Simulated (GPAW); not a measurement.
The system is GaGe3.

```
Ge Ga
1.0
     5.98504    0.00000    0.00000
    -2.99252    5.18319    0.00000
     0.00000    0.00000    5.03495
Ge Ga
6 2
Direct
  0.16356 0.32712 0.25000
  0.16356 0.83644 0.25000
  0.67288 0.83644 0.25000
  0.83644 0.67288 0.75000
  0.83644 0.16356 0.75000
  0.32712 0.16356 0.75000
  0.33333 0.66667 0.75000
  0.66667 0.33333 0.25000
```

The cell comes from a database or a generator and needn't be the stable form of this composition.

Base run:

| Item | Value |
| --- | --- |
| Program | GPAW 26.7.0 |
| Functional | PBE |
| Potentials or basis | GPAW PAW data sets (gpaw-data 1.2.1) |
| Cutoff | 600 eV |
| Basis | pw |
| k mesh | 4 × 4 × 4 |
| Occupations | fermi-dirac, width 0.05 eV |
| Spin | no spin polarisation |

Its results: pressure -1.0 GPa; largest force 0.135 eV/Å.

Task: The run is repeated on the same cell with these changes: functional from PBE to r2SCAN. What comes out?

Result: Pressure -3.5 GPa; largest force 0.101 eV/Å.

Caveats: the PAW data sets were made with another functional, which shifts forces and pressure a little (some runs).
